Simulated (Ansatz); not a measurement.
# GeH₈OSi₂: one species, many methods

How much do the methods differ for GeH₈OSi₂? The plan is to run it at one geometry with functionals of several rungs and with coupled cluster, and see how far each lands from CCSD(T) at the basis-set limit for the atomisation energy.

Program: Ansatz 0.2.0, Gaussian basis. Level of theory: functionals in def2-TZVPP, the program's frozen cores in correlated methods. These are calculated values, not measurements.

Plan: PBE-D4, r2SCAN-D4, PBE0-D4, B3LYP-D4, ωB97X-V, ωB97M-V, B2PLYP; CCSD(T)/def2-TZVPP; MP2/def2-QZVPP; extrapolation to the limit.

### Step 1. The relaxed structure

The geometry comes from an earlier relaxation with PBE0-D4 in a triple-zeta def2 set; it is a stationary point, not always the lowest conformer.

SMILES `O[SiH]([SiH3])[GeH3]`, 12 atoms, charge 0, spin multiplicity 1.

Atoms are counted from 1 here; the program's logs count them from 0.

Bond lengths: O1–Si2 1.658 Å, O1–H5 0.959 Å, Si2–Si3 2.338 Å, Si2–Ge4 2.389 Å, Si2–H6 1.495 Å, Si3–H7 1.489 Å, Si3–H8 1.487 Å, Si3–H9 1.487 Å, Ge4–H10 1.542 Å, Ge4–H11 1.539 Å, Ge4–H12 1.539 Å. Angles: Si2–O1–H5 117.4°, O1–Si2–Si3 107.0°, O1–Si2–Ge4 111.9°, O1–Si2–H6 110.9°, Si3–Si2–Ge4 110.7°, Si3–Si2–H6 109.5°, Ge4–Si2–H6 106.8°, Si2–Si3–H7 108.1°, Si2–Si3–H8 110.4°, Si2–Si3–H9 111.6°, H7–Si3–H8 108.6°, H7–Si3–H9 108.9°, H8–Si3–H9 109.1°, Si2–Ge4–H10 110.8°, Si2–Ge4–H11 111.6°, Si2–Ge4–H12 110.4°, H10–Ge4–H11 107.8°, H10–Ge4–H12 107.9° and more.

As a file:

```mol
GeH8OSi2
  3D, bonds by distance, orders not assigned

 12 11  0  0  0  0  0  0  0  0999 V2000
   -1.4879    1.4956   -0.1934 O   0  0
   -0.0376    0.7636    0.1401 Si  0  0
   -0.4093   -0.7129    1.9138 Si  0  0
    0.8321   -0.3981   -1.7580 Ge  0  0
   -1.5051    2.1385   -0.9044 H   0  0
    0.9910    1.7735    0.5373 H   0  0
    0.8836   -1.3719    2.2471 H   0  0
   -1.3891   -1.7600    1.5199 H   0  0
   -0.9132   -0.0037    3.1202 H   0  0
    0.9224    0.5392   -2.9791 H   0  0
   -0.0573   -1.5918   -2.1472 H   0  0
    2.2472   -0.9271   -1.4623 H   0  0
  1  2  8  0
  2  3  8  0
  2  4  8  0
  1  5  8  0
  2  6  8  0
  3  7  8  0
  3  8  8  0
  3  9  8  0
  4 10  8  0
  4 11  8  0
  4 12  8  0
M  END
```

### Step 2. PBE-D4 (GGA)

in.yaml

```yaml
crystal:
  periodic: [false, false, false]
  atoms:
    - {symbol: O, position_ang: [-1.487913, 1.495639, -0.193406]}
    - {symbol: Si, position_ang: [-0.037632, 0.763626, 0.140125]}
    - {symbol: Si, position_ang: [-0.409282, -0.712876, 1.913797]}
    - {symbol: Ge, position_ang: [0.832146, -0.398104, -1.758040]}
    - {symbol: H, position_ang: [-1.505096, 2.138454, -0.904356]}
    - {symbol: H, position_ang: [0.991044, 1.773494, 0.537277]}
    - {symbol: H, position_ang: [0.883638, -1.371943, 2.247106]}
    - {symbol: H, position_ang: [-1.389061, -1.760015, 1.519941]}
    - {symbol: H, position_ang: [-0.913212, -0.003684, 3.120186]}
    - {symbol: H, position_ang: [0.922421, 0.539167, -2.979132]}
    - {symbol: H, position_ang: [-0.057251, -1.591804, -2.147174]}
    - {symbol: H, position_ang: [2.247200, -0.927053, -1.462325]}
basis:
  gaussian: {orbitals: def2-TZVPP}
hamiltonian: {xc: pbe, dispersion: d4}
output: {forces: true, orbitals: {seedname: orbitals}}
```

Run with:

```bash
> ansatz run in.yaml --threads 4 --pin off --events-out ev --progress --plain --max-ram 10444MiB
```

After this run come: r2SCAN-D4 (meta-GGA); PBE0-D4 (hybrid); B3LYP-D4 (hybrid); ωB97X-V (range-separated); ωB97M-V (range-separated); B2PLYP (double hybrid); CCSD(T) in def2-TZVPP; MP2 in def2-QZVPP.

Q: Predict the results of all the runs planned. Wanted: atomisation energy, CCSD(T)/CBS; farthest; mean size of error, hybrid; mean size of error, range-separated; gap, smallest and largest; T1 diagnostic; triples share of the correlation energy.

The runs gave:

| quantity | value |
| --- | --- |
| atomisation energy, CCSD(T)/CBS | 3608.5 kJ/mol |
| functionals within 36.1 kJ/mol (1.0 %) | r2SCAN-D4, B3LYP-D4, ωB97X-V, ωB97M-V |
| farthest | B2PLYP (-78.4 kJ/mol) |
| mean size of error, hybrid | 53.7 kJ/mol |
| mean size of error, range-separated | 21.6 kJ/mol |
| gap, smallest and largest | 4.94 eV (PBE-D4), 11.08 eV (ωB97X-V) |
| T1 diagnostic | 0.0126 |
| triples share of the correlation energy | 3.4 % |

In words: PBE-D4 is off by -51.6 kJ/mol. Double hybrids carry the basis error of their MP2 part in triple zeta, and no dispersion term here, so their miss is partly the set-up's. Misses under about 36.1 kJ/mol are within the doubt on the reference itself, which lacks core-valence correlation, relativity and higher excitations, and its outer-core shells are covered unevenly. Hartree-Fock recovers 73 % of the binding; the rest is correlation. Orbital gaps span 4.9 to 11.1 eV; exact exchange widens them. Correlated methods include outer-core shells of Ge, which these sets cover unevenly.
